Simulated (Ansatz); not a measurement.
# Bi3SbO3: the cost of one run

Program: Ansatz 0.2.0. Level of theory: DFT PBE, scalar-relativistic, plane waves, PAW, unless a step names another level. These are calculated values, not measurements.

11 further runs of the same task are left out: 7 that didn't finish, 4 set aside as unsound or not needed.

### 1 Starting point

Symmetry: Pm, No. 6, monoclinic system. The conventional cell has a = 4.332 Å, b = 3.723 Å, c = 9.480 Å, α = 90.00°, β = 92.76°, γ = 90.00°. Sb (site symmetry m) has 1 O at 2.03 Å as nearest neighbours. Around Bi (site symmetry m) lie 5 O at 2.21 to 2.41 Å. Bi (site symmetry m) is surrounded by 4 O at 2.28 to 2.51 Å. Bi (site symmetry m) has 2 Sb at 3.04 Å as nearest neighbours. O (site symmetry m) has 4 Bi at 2.28 to 2.51 Å as nearest neighbours. O (site symmetry m) is surrounded by 3 Bi at 2.21 to 2.32 Å. O (site symmetry m) has 1 Sb at 2.03 Å and 2 Bi at 2.41 Å as nearest neighbours.

As a file:

```
CELL_PARAMETERS angstrom
4.33189 0.00000 0.00646
0.00000 3.72320 0.00000
-0.47018 0.00000 9.46859
ATOMIC_POSITIONS crystal
Sb 0.01384 0.00000 0.70560
Bi 0.55413 0.50000 0.00566
Bi 0.01125 0.00000 0.27079
Bi 0.61383 0.50000 0.52041
O 0.53006 0.00000 0.16321
O 0.00688 0.50000 0.12428
O 0.77002 0.00000 0.88314
```

It came out lowest among 28 distinct ends of the trial cells. At a tolerance of 0.05 Å it has space group Pm (No. 6).

### 2 A stricter relaxation, on the response runs' mesh and smearing

input.yaml

```yaml
crystal:
  lattice:
    - [4.3318943162, 0.0, 0.0064551725]
    - [0.0, 3.7232027408, 0.0]
    - [-0.4701758323, 0.0, 9.4685853092]
  atoms:
    - { symbol: Sb, position: [0.0138390349, 0.0, 0.7056043769] }
    - { symbol: Bi, position: [0.5541291613, 0.5, 0.0056613767] }
    - { symbol: Bi, position: [0.0112496918, 0.0, 0.2707930848] }
    - { symbol: Bi, position: [0.6138264361, 0.5, 0.5204149323] }
    - { symbol: O, position: [0.5300561343, 0.0, 0.1632080736] }
    - { symbol: O, position: [0.006882681, 0.5, 0.1242788368] }
    - { symbol: O, position: [0.7700168608, 0.0, 0.8831383189] }
basis:
  ecutwfc: 420
kpoints:
  mp_grid: { grid: [8, 8, 4] }
hamiltonian:
  xc: pbe
scf:
  occupations: { method: gaussian, width: 0.1 }
output:
  forces: true
  stress: true
  eigenvalues: true
relax:
  adjacent_minimum: "off"
  f_tol: 0.001
  max_steps: 60
  cell: { stress_tol: 0.01 }
```

Run with:

```
ansatz run input.yaml --threads 3 --pin off --max-ram 7680MiB --backend cpu --events-out ev --progress --plain --runs-dir out
```

**Question.** How long does this run take on 3 threads of AMD EPYC 9R45 (Zen 5), shared host, and how much memory does it need?

About 59 s, with a peak of 0.84 GiB.
